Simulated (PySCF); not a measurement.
# PdS₂⁻: relaxation and vibrations of the quartet

Aim: relax PdS₂⁻ as a quartet from a side-on start, check by its vibrations whether the end is a minimum, and collect its spectrum and constants.

Computed with PySCF 2.14.0. Level: PBE, basis Pd def2-SVPD with ECP28, S def2-SVPD, scalar-relativistic core potentials, no spin–orbit coupling, density fitting.

## Step 1: The system as given

3 atoms, charge -1, spin multiplicity 4.

Bond lengths: Pd1–S2 2.275 Å, Pd1–S3 2.275 Å, S2–S3 2.000 Å. Angles: S2–Pd1–S3 52.2°, Pd1–S2–S3 63.9°, Pd1–S3–S2 63.9°.

Coordinates in bohr (charge -1 multiplicity 4):
```
Pd    0.0000    0.0000   -1.4535
S     1.8897    0.0000    2.4072
S    -1.8897    0.0000    2.4072
```

## Step 2: Relaxation: side-on start, quartet

One driver script runs all steps and calls PySCF; scf.py shows how it sets up the SCF of each step. The optimiser is the driver's own. Before each start the driver seeks the lowest SCF state from one or more starting densities and follows internal instabilities, so scf.py alone need not reach the same state.

The program finds C2v symmetry in the start, which this walk keeps.

scf.py reads:

```python
from pyscf import gto, scf, dft
mol = gto.M(atom='''
Pd     0.000000     0.000000    -0.769143
S      1.000000    -0.000000     1.273846
S     -1.000000     0.000000     1.273846''',
    basis={'Pd': 'def2-SVPD', 'S': 'def2-SVPD'},
    ecp={'Pd': 'def2-SVPD'},
    charge=-1, spin=3)
mf = dft.UKS(mol, xc='PBE')
mf.grids.atom_grid = (50, 194)
aux = {'Pd': 'def2-universal-JKFIT', 'S': 'def2-universal-JKFIT'}
mf = mf.density_fit(auxbasis=aux)
mf.kernel()
```

Energy and gradient, step by step:

```
step  energy (Eh)  change (kJ/mol)  largest symmetric gradient (Eh/bohr)
   0  -923.750184             0.00                               0.03496
   1  -923.754464           -11.24                               0.01761
   2  -923.755604           -14.23                               0.00711
   3  -923.755895           -15.00                               0.00276
   4  -923.755952           -15.14                               0.00113
   5  -923.755954           -15.15                               0.00022
```

The walk needed 5.7 s of wall time on 4 threads, shared host.

Geometry (Å) and forces (eV/Å) at some steps:

```
step 0
Pd   0.000   0.000  -0.769   0.000   0.000  -1.798
S    1.000   0.000   1.274   1.606   0.000   0.899
S   -1.000   0.000   1.274  -1.606   0.000   0.899
step 1
Pd   0.000   0.000  -0.801   0.000   0.000  -0.905
S    1.028   0.000   1.290   0.327   0.000   0.453
S   -1.028   0.000   1.290  -0.327   0.000   0.453
step 3
Pd   0.000   0.000  -0.854   0.000   0.000  -0.102
S    1.033   0.000   1.316  -0.142   0.000   0.051
S   -1.033   0.000   1.316   0.142   0.000   0.051
step 5
Pd   0.000   0.000  -0.867   0.000   0.000   0.007
S    1.027   0.000   1.323  -0.011   0.000  -0.004
S   -1.027   0.000   1.323   0.011   0.000  -0.003
```

It settles in C2v symmetry, 15.1 kJ/mol below the start, after 5 steps: Pd–S 2.419 Å (×2), S–S 2.054 Å; Pd–S–S 64.9° (×2), S–Pd–S 50.3°.

## Step 3: Frequencies

The point is checked on the finer grid, and tightened if its gradient asks for it. The Hessian and the dipole derivatives come from central differences of analytic gradients, with steps of 0.01 bohr.

Changes to scf.py since step 2:

```diff
@@ -3,3 +3,3 @@
-Pd     0.000000     0.000000    -0.769143
-S      1.000000    -0.000000     1.273846
-S     -1.000000     0.000000     1.273846''',
+Pd    -0.000000    -0.000000    -0.823125
+S      1.027401    -0.000000     1.364639
+S     -1.027401     0.000000     1.364639''',
@@ -10 +10 @@
-mf.grids.atom_grid = (50, 194)
+mf.grids.atom_grid = (75, 302)
```

This SCF starts from the last density.

Log of the central SCF (cycles and frontier levels):

```text
init E= -923.756002375863
[... the frontier-level lines of each cycle are left out ...]
cycle= 1 E= -923.756002371207  delta_E= 4.66e-09  |g|= 9e-05  |ddm|= 0.000132
cycle= 2 E= -923.756002035484  delta_E= 3.36e-07  |g|= 0.000764  |ddm|= 0.00113
cycle= 3 E= -923.756002375164  delta_E= -3.4e-07  |g|= 3.28e-05  |ddm|= 0.00102
cycle= 4 E= -923.756002375937  delta_E= -7.73e-10  |g|= 2.18e-06  |ddm|= 5.55e-05
cycle= 5 E= -923.756002375943  delta_E= -5.91e-12  |g|= 2.06e-07  |ddm|= 3.67e-06
Extra cycle  E= -923.756002375943  delta_E= 2.27e-13  |g|= 8.86e-07  |ddm|= 1.96e-06
converged SCF energy = -923.756002375943  <S^2> = 3.754819  2S+1 = 4.0024088
```

The whole step took 14 s.

Geometry: C2v; Pd–S 2.417 Å (×2), S–S 2.055 Å; Pd–S–S 64.8° (×2), S–Pd–S 50.3°.

Harmonic modes (main isotopes):

| symmetry | ω (cm⁻¹) | IR (km/mol) |
| --- | --- | --- |
| b2 | 112 | 13.3 |
| a1 | 216 | 7.2 |
| a1 | 529 | 14.3 |

All wavenumbers are real: a minimum.

Properties at this point:

| Property | Result |
| --- | --- |
| Dipole moment about the centre of mass | 1.09 D |
| Highest occupied level | 1.18 eV |
| Lowest empty level | 0.08 eV |
| Rotational constants | 0.2498, 0.08834, 0.06526 cm⁻¹ |
| Zero-point energy | 5.1 kJ/mol |
| Principal polarisabilities | 116.0, 148.6, 213.4 bohr³ |
| Principal traceless quadrupole moments about the centre of mass | -14.00, 6.63, 7.37 D Å |
| Entropy at 298.15 K and 1 bar (electronic part: spin only) | 314.0 J/(mol K) |
| Heat capacity Cp at 298.15 K | 53.9 J/(mol K) |
| Enthalpy at 298.15 K above 0 K | 13.73 kJ/mol |
| Rotational symmetry number | 2 |
| Spin squared ⟨S²⟩ | 3.755 |

Populations by atom (charges in e):

```
atom  Mulliken  Löwdin  polar tensor  spin (Mulliken)  Mayer order to Pd1
 Pd1     -0.49   -0.56         -0.34             1.80                   –
S2,3     -0.26   -0.22         -0.33             0.60                0.60
```

Mulliken populations on Pd1 (outside its core potential): s 3.22, p 6.27, d 8.99, f 0.00.

## Step 4: What came out

| quantity | value |
| --- | --- |
| minimum | quartet, C2v |
| geometry | Pd–S 2.417 Å (×2), S–S 2.055 Å; Pd–S–S 64.8° (×2), S–Pd–S 50.3° |
| wavenumbers (cm⁻¹) | 112 (b2), 216 (a1), 529 (a1) |
| dipole moment (centre of mass) | 1.09 D |
| highest occupied, lowest empty level (either spin) | 1.18, 0.08 eV |
| polar-tensor charge of Pd1 | -0.34 e |
| zero-point energy | 5.1 kJ/mol |
| entropy at 298.15 K | 314.0 J/(mol K) |
| ⟨S²⟩ | 3.755 |

In words: The molecule stays C2v, as typed, and the end point is a minimum. An empty level of one spin lies below a filled level of the other, which hints that a lower spin is more stable. The strongest infrared band lies at 529 cm⁻¹ (a1). Most of the spin sits on Pd1 (Mulliken spin 1.80, against 3 for the whole molecule). Only this shape and spin were tried, so other structures or states may lie lower. A highest occupied level above zero is common for anions with such functionals; it warns that the extra electron is poorly described. One determinant may miss the lowest occupation of an open d or f shell.

The search up to here took 28 s.
